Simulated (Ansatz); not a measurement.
# CH₁₀B₂Si₂: up Jacob's ladder to CCSD(T)

Aim: compute CH₁₀B₂Si₂ with functionals from several rungs and with coupled cluster. The yardstick is the atomisation energy at the CCSD(T) limit.

Method: functionals in def2-TZVPP, the program's frozen cores in correlated methods; program: Ansatz 0.2.0, Gaussian basis.

The runs, in order: PBE-D4, r2SCAN-D4, PBE0-D4, B3LYP-D4, ωB97X-V, ωB97M-V, B2PLYP; CCSD(T)/def2-TZVPP; MP2/def2-QZVPP; extrapolation to the limit.

**1. The geometry**

An earlier PBE0-D4 in a triple-zeta def2 set relaxation fixed the geometry.

15 atoms, charge 0, spin multiplicity 1.

Atoms are counted from 1 here; the program's logs count them from 0.

Bond lengths: B1–Si2 2.049 Å, B1–H6 1.200 Å, B1–H7 1.200 Å, Si2–B3 1.911 Å, Si2–C4 1.875 Å, Si2–Si5 2.347 Å, B3–H8 1.203 Å, B3–H9 1.197 Å, C4–H10 1.093 Å, C4–H11 1.091 Å, C4–H12 1.094 Å, Si5–H13 1.479 Å, Si5–H14 1.680 Å, Si5–H15 1.485 Å. Angles: Si2–B1–H6 110.7°, Si2–B1–H7 110.8°, H6–B1–H7 119.2°, B1–Si2–B3 109.5°, B1–Si2–C4 114.3°, B1–Si2–Si5 58.6°, B3–Si2–C4 124.1°, B3–Si2–Si5 64.6°, C4–Si2–Si5 112.9°, Si2–B3–H8 115.9°, Si2–B3–H9 124.7°, H8–B3–H9 118.8°, Si2–C4–H10 110.9°, Si2–C4–H11 111.2°, Si2–C4–H12 109.3°, H10–C4–H11 109.5°, H10–C4–H12 107.2°, H11–C4–H12 108.6° and more.

**2. PBE-D4 (GGA)**

The input, in.yaml:

```yaml
crystal:
  periodic: [false, false, false]
  atoms:
    - {symbol: B, position_ang: [0.311232, 1.623835, -0.333909]}
    - {symbol: Si, position_ang: [0.830814, -0.236571, 0.348843]}
    - {symbol: B, position_ang: [-0.316138, -0.727803, 1.795759]}
    - {symbol: C, position_ang: [1.401620, -1.418892, -0.989836]}
    - {symbol: Si, position_ang: [-1.417033, 0.394125, 0.111072]}
    - {symbol: H, position_ang: [0.529508, 2.457767, 0.500744]}
    - {symbol: H, position_ang: [0.711847, 1.794978, -1.451512]}
    - {symbol: H, position_ang: [-0.628214, 0.160701, 2.543961]}
    - {symbol: H, position_ang: [-0.604269, -1.852783, 2.085712]}
    - {symbol: H, position_ang: [0.769379, -1.338242, -1.877350]}
    - {symbol: H, position_ang: [1.398912, -2.450179, -0.633525]}
    - {symbol: H, position_ang: [2.419479, -1.157567, -1.293555]}
    - {symbol: H, position_ang: [-2.484710, 1.026104, 0.915757]}
    - {symbol: H, position_ang: [-0.957897, 1.863085, -0.562737]}
    - {symbol: H, position_ang: [-1.986533, -0.189357, -1.129928]}
basis:
  gaussian: {orbitals: def2-TZVPP}
hamiltonian: {xc: pbe, dispersion: d4}
output: {forces: true, orbitals: {seedname: orbitals}}
```

The run is started by

```console
$ ansatz run in.yaml --threads 4 --pin off --events-out ev --progress --plain --max-ram 10444MiB
```

Further steps of the session: r2SCAN-D4 (meta-GGA); PBE0-D4 (hybrid); B3LYP-D4 (hybrid); ωB97X-V (range-separated); ωB97M-V (range-separated); B2PLYP (double hybrid); CCSD(T) in def2-TZVPP; MP2 in def2-QZVPP.

**Question.** What will the summary of the whole plan be? Wanted: atomisation energy, CCSD(T)/CBS; farthest; mean size of error, hybrid; mean size of error, range-separated; gap, smallest and largest; T1 diagnostic; triples share of the correlation energy.

As calculated:

| quantity | value |
| --- | --- |
| atomisation energy, CCSD(T)/CBS | 4921.3 kJ/mol |
| functionals within 24.6 kJ/mol (0.5 %) | B3LYP-D4 |
| farthest | PBE-D4 (+80.6 kJ/mol) |
| mean size of error, hybrid | 35.0 kJ/mol |
| mean size of error, range-separated | 35.9 kJ/mol |
| gap, smallest and largest | 3.44 eV (PBE-D4), 9.17 eV (ωB97X-V) |
| T1 diagnostic | 0.0133 |
| triples share of the correlation energy | 4.4 % |

What this shows: PBE-D4 misses by +80.6 kJ/mol. Double hybrids carry the basis error of their MP2 part in triple zeta, and no dispersion term here, so their miss is partly the set-up's. Misses under about 24.6 kJ/mol are within the doubt on the reference itself, which lacks core-valence correlation, relativity and higher excitations. Hartree-Fock recovers 76 % of the binding; the rest is correlation. Orbital gaps span 3.4 to 9.2 eV; exact exchange widens them.
